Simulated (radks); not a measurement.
# Valence configurations of Ho⁺

The task here is to estimate one member of a computed series from the others.

Method: Dirac Kohn-Sham, PBEsol, spin-unpolarised, spherical densities, finite nucleus; open shells fill j = l - 1/2 first. Code: radks (a radial shooting solver on a logarithmic mesh, Libxc functionals) version 1.

## The atom as given

```
element            : holmium (Z = 67)
charge             : +1
electrons          : 66
configuration      : [Xe] 4f11 6s1
nuclear rms radius : 5.2022 fm
others tried       : 4f10 6s1 6p1; 4f10 5d1 6s1; 4f12; 4f10 6s2; 4f11 5d1; 4f11 6p1; 4f8 5d3 6s1; 4f8 5d4; 4f11.5 6p0.5
```

The first run:

The run's settings:

```text
Z 67
configuration [Xe] 4f11 6s1
relativity Dirac
functional pbe_sol,pbe_sol
spin unpolarised
j_filling energy
nucleus finite rms 5.2022 fm
c 137.035999084
```

Among the steps run: [Xe] 4f11 6s1.

One table of the session follows, with a row left open; its other results are not shown here.

It belongs to the step «[Xe] 4f11 6s1». Radial moments (bohr):

| level | <r> | outermost maximum (interpolated) | 90 % within | nodes |
| --- | --- | --- | --- | --- |
| 4d3/2 | 0.5904 | 0.518 | 0.889 | 1 |
| 4d5/2 | ? | ? | ? | ? |
| 5s1/2 | 1.278 | 1.14 | 1.85 | 4 |
| 5p1/2 | 1.443 | 1.24 | 2.13 | 3 |
| 5p3/2 | 1.552 | 1.33 | 2.29 | 3 |
| 4f5/2 | 0.8403 | 0.521 | 1.47 | 0 |
| 4f7/2 | 0.8613 | 0.526 | 1.52 | 0 |
| 6s1/2 | 3.663 | 3.20 | 5.34 | 5 |

Q: Estimate the row for 4d5/2 from the others.

The run gave: <r>: 0.6015; outermost maximum (interpolated): 0.527; 90 % within: 0.905; nodes: 1. In the column «<r>» it lies between 4d3/2 (0.5904) and 4f5/2 (0.8403).
